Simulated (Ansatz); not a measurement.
C2H4Ge, SMILES C#[C][GeH3], a short molecular-dynamics run

Run with the Python package of Ansatz (0.2.0).

The script reads `c2h4ge.xyz`:
```text
7

C    -0.80490   -1.87300    0.13860
C    -0.35070   -0.74000    0.04790
Ge    0.41600    0.97850   -0.08760
H    -1.22390   -2.77530    0.19160
H     0.13280    1.58800   -1.47680
H    -0.11890    1.90560    1.04180
H     2.01080    0.84810    0.09870
```

The script, `md_c2h4ge.py`:
```python
# -*- coding: utf-8 -*-
"""Molecular dynamics of one C2H4Ge molecule."""

import ansatz as az
import numpy as np

mol = az.Crystal.molecule_from_extxyz("c2h4ge.xyz")

job = (
    mol.calculation()
    .basis(gaussian="def2-SVP")
    .functional("pbe0", dispersion="d4")
)
symbols = [site.symbol for site in mol.cartesian_sites]
start = np.array([site.position_ang for site in mol.cartesian_sites], dtype=float)
rep = job.relax(force_tolerance=0.02).run().report
end = np.array(rep["positions_ang"])
minimum = az.Crystal.molecule()
for symbol, place in zip(symbols, end):
    minimum = minimum.atom(symbol, place.tolist())

# dynamics from the relaxed geometry
job = (
    minimum.calculation()
    .basis(gaussian="def2-SVP")
    .functional("pbe0", dispersion="d4")
    .md("nvt_langevin", timestep=1.0, steps=40, temperature=300, initial_velocities="maxwell_boltzmann", seed=75, friction=0.02)
)
frames = []
result = job.session().plan().execute(on_event=lambda e: frames.append(e["data"]) if e["event"] == "md_step" else None)
print("t (fs)   E_pot (eV)      E_kin (eV)   T (K)   d(0-1) (A)")
for f in frames[::2]:
    xyz = np.array(f["positions_ang"])
    print(f"{f['time_fs']:6.2f} {f['lagrangian_ev']:14.5f} {f['e_kin_ev']:10.5f} {f['temperature_k']:8.1f} {np.linalg.norm(xyz[0] - xyz[1]):9.4f}")
print("mean temperature", round(float(np.mean([f["temperature_k"] for f in frames])), 1), "K")
symbols = [site.symbol for site in mol.cartesian_sites]
with open("last_frame.xyz", "w") as handle:
    handle.write(f"{len(symbols)}\nt = {frames[-1]['time_fs']} fs\n")
    handle.writelines("{:2s} {:10.5f} {:10.5f} {:10.5f}\n".format(s, *xyz) for s, xyz in zip(symbols, frames[-1]["positions_ang"]))
```

Output of `python md_c2h4ge.py`:
```text
t (fs)   E_pot (eV)      E_kin (eV)   T (K)   d(0-1) (A)
  0.00   -58636.68684    0.23267    257.1    1.2159
  2.00   -58636.63376    0.19533    215.9    1.1938
  4.00   -58636.58307    0.17620    194.7    1.1879
  6.00   -58636.58820    0.15023    166.0    1.2051
  8.00   -58636.55793    0.10914    120.6    1.2235
 10.00   -58636.50594    0.05866     64.8    1.2309
 12.00   -58636.49531    0.06138     67.8    1.2306
 14.00   -58636.54048    0.15945    176.2    1.2237
 16.00   -58636.55539    0.17997    198.9    1.2104
 18.00   -58636.54794    0.26392    291.7    1.1966
 20.00   -58636.52191    0.26789    296.1    1.1899
 22.00   -58636.56262    0.23031    254.5    1.2000
 24.00   -58636.56581    0.20578    227.4    1.2199
 26.00   -58636.56331    0.19721    218.0    1.2318
 28.00   -58636.56704    0.21073    232.9    1.2314
 30.00   -58636.56044    0.17269    190.9    1.2238
 32.00   -58636.58348    0.22764    251.6    1.2179
 34.00   -58636.55843    0.20082    221.9    1.2153
 36.00   -58636.54573    0.19319    213.5    1.2120
 38.00   -58636.55314    0.20083    222.0    1.2130
 40.00   -58636.53310    0.21074    232.9    1.2144
mean temperature 202.1 K
```

It writes `last_frame.xyz`:
```text
7
t = 40.0 fs
C    -0.81682   -1.96812    0.09213
C    -0.30742   -0.87420   -0.04405
Ge    0.45389    0.92612   -0.06108
H    -1.33692   -2.89570    0.35909
H    -0.00019    1.88696   -1.19961
H     0.00935    1.58190    1.27884
H     2.04510    0.79709   -0.13339
```

What to keep in mind:
- Total energies depend on the basis set; only differences at equal settings carry meaning.
- The trajectory is only some femtoseconds long, so its temperature is not equilibrated; where the script doesn't relax first, it starts from a rough generated geometry.
- The printed temperature counts all 3N degrees of freedom under Langevin dynamics, so the first row lies under the target.
- With hydrogen a step over 0.5 fs is long.
- Hardware and time: 2.2 min on 1 thread of Arm Neoverse V1 (shared host), peak memory 0.23 GiB.
